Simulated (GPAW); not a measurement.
The system is Sn3Te.

```xyz
4
Lattice="4.8656 0.0000 0.0000 0.0000 4.8656 0.0000 0.0000 0.0000 4.8656" Properties=species:S:1:pos:R:3 pbc="T T T"
Te    0.0000    0.0000    0.0000
Sn    0.0000    2.4328    2.4328
Sn    2.4328    0.0000    2.4328
Sn    2.4328    2.4328    0.0000
```

The cell comes from a database or a generator and needn't be the stable form of this composition.

| Property | Result |
| --- | --- |
| Program | GPAW 26.7.0 |
| Task | single point |
| Functional | PBEsol |
| Potentials or basis | PAW data sets generated in the run's folder for this functional |
| Cutoff | 600 eV |
| Basis | pw |
| k mesh | 6 × 6 × 6 |
| Occupations | fermi-dirac, width 0.05 eV |
| Spin | no spin polarisation |

On this cell: pressure -2.6 GPa; largest force zero by symmetry; band gap on the k mesh none (metal or under the smearing width).

The same run follows on a disturbed copy (atoms moved at random, drawn with an rms of 0.05 Å):

```
CELL_PARAMETERS angstrom
4.86562 0.00000 0.00000
0.00000 4.86562 0.00000
0.00000 0.00000 4.86562
ATOMIC_POSITIONS crystal
Te 0.00673 0.98858 0.99664
Sn 0.99890 0.50418 0.49890
Sn 0.50157 0.00640 0.49978
Sn 0.48993 0.50469 0.99880
```

Q: What does the disturbed cell give?

A: The energy (extrapolated to zero smearing) moves by +0.2 meV/atom; pressure -2.5 GPa; largest force 0.092 eV/Å; band gap on the k mesh none (metal or under the smearing width).

Forces on the atoms (eV/Å):
```
Te  -0.038  0.030  0.008
Sn  -0.040 -0.048 -0.011
Sn   0.067  0.063 -0.006
Sn   0.011 -0.045  0.009
```
